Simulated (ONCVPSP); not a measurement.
# Pseudopotential generation for P: ONCV, PBE

Task: generate the file, and judge it by its errors in other configurations, its logarithmic derivatives, its ghosts and its cutoff.

Method: ONCVPSP 4.0.1, PBE, scalar-relativistic.

### 1 The atom and the settings

The settings as typed:

```json
{
 "element": "phosphorus (P, Z = 15)",
 "type": "optimised norm-conserving Vanderbilt (ONCV)",
 "frozen core": "[He]",
 "valence charge": "13",
 "reference configuration": "2s2 2p6 3s2 3p3",
 "partial waves": "2s+3s: rc 0.75 bohr, ncon 3, nbas 8, qcut 19.1 1/bohr, 2 projectors; 2p+3p: rc 0.85 bohr, ncon 3, nbas 6, qcut 12.7 1/bohr, 2 projectors; d scattering state at 0.02 Ha: rc 0.65 bohr, ncon 4, nbas 9, qcut 16.1 1/bohr, 1 projector",
 "local potential": "polynomial inside 0.45 bohr (lpopt 5, dvloc0 6 Ha)",
 "core correction": "not asked for"
}
```

The nodes and maxima of the atom's own shells, from an earlier all-electron run, set the scale for the radii.

All-electron outer shells of the reference configuration (PBE, scalar-relativistic, ld1.x):

| shell | level (eV) | outermost node (bohr) | outermost maximum (bohr) |
| --- | --- | --- | --- |
| 1s | -2084.17 | – | 0.07 |
| 2s | -173.99 | 0.14 | 0.42 |
| 2p | -124.49 | – | 0.36 |
| 3s | -13.97 | 0.65 | 1.58 |
| 3p | -5.51 | 0.64 | 1.83 |

### 2 Generating the potential

Input file P.dat:

```
# ATOM AND REFERENCE CONFIGURATION
# atsym  z   nc   nv     iexc    psfile
  P 15.00    1    4        4      upf
#
#   n    l    f
    1    0    2.00
    2    0    2.00
    2    1    6.00
    3    0    2.00
    3    1    3.00
#
# PSEUDOPOTENTIAL AND OPTIMIZATION
# lmax
    2
#
#   l,   rc,      ep,       ncon, nbas, qcut
    0    0.75    0.00    3    8   19.10
    1    0.85    0.00    3    6   12.70
    2    0.65    0.02    4    9   16.10
#
# LOCAL POTENTIAL
# lloc, lpopt,  rc(5),   dvloc0
    4    5    0.45    6.00
#
# VANDERBILT-KLEINMAN-BYLANDER PROJECTORs
# l, nproj, debl
    0    2    0.60
    1    2    2.30
    2    1    3.10
#
# MODEL CORE CHARGE
# icmod, fcfact, rcfact
    0    0.00    0.00
#
# LOG DERIVATIVE ANALYSIS
# epsh1, epsh2, depsh
   -8.00    5.00    0.04
#
# OUTPUT GRID
# rlmax, drl
    6.00    0.01
#
# TEST CONFIGURATIONS
# ncnf
    4
# nvcnf
#   n    l    f
    4
    2    0    2.00
    2    1    6.00
    3    0    2.00
    3    1    2.00
#
    4
    2    0    2.00
    2    1    6.00
    3    0    2.00
    3    1    1.00
#
    4
    2    0    2.00
    2    1    6.00
    3    0    2.00
    3    1    0.00
#
    4
    2    0    2.00
    2    1    6.00
    3    0    0.00
    3    1    5.00
#
```

Started as:

```console
oncvpsp.x < P.dat > P.out
```

**Question.** What will these runs give? Wanted: cutoffs for 1 and 0.1 mHa per electron, occupied waves; bound ghosts; GHOST(+) flags; largest test error; largest phase difference near zero energy, channels read.

The runs gave:

```
                                                quantity                         value
  cutoffs for 1 and 0.1 mHa per electron, occupied waves             105 Ha and 227 Ha
                                            bound ghosts                    none found
                                          GHOST(+) flags            none at low energy
                            largest test error (AE − PS)  +12 meV, for 2s2 2p6 3s2 3p0
largest phase difference near zero energy, channels read                     0.000 rad
```

**Reading.** By total energies transferability is good: the largest error is 12 meV on 58.6 eV, for 2s2 2p6 3s2 3p0. By its cutoff, 105 Ha for the looser tolerance, it is very hard. At the looser tolerance the 2s wave is the slowest; 3s needs 88 Ha. It is free of bound ghosts as far as tested. Near zero energy the phases of the channels with partial waves agree within 0.001 rad.
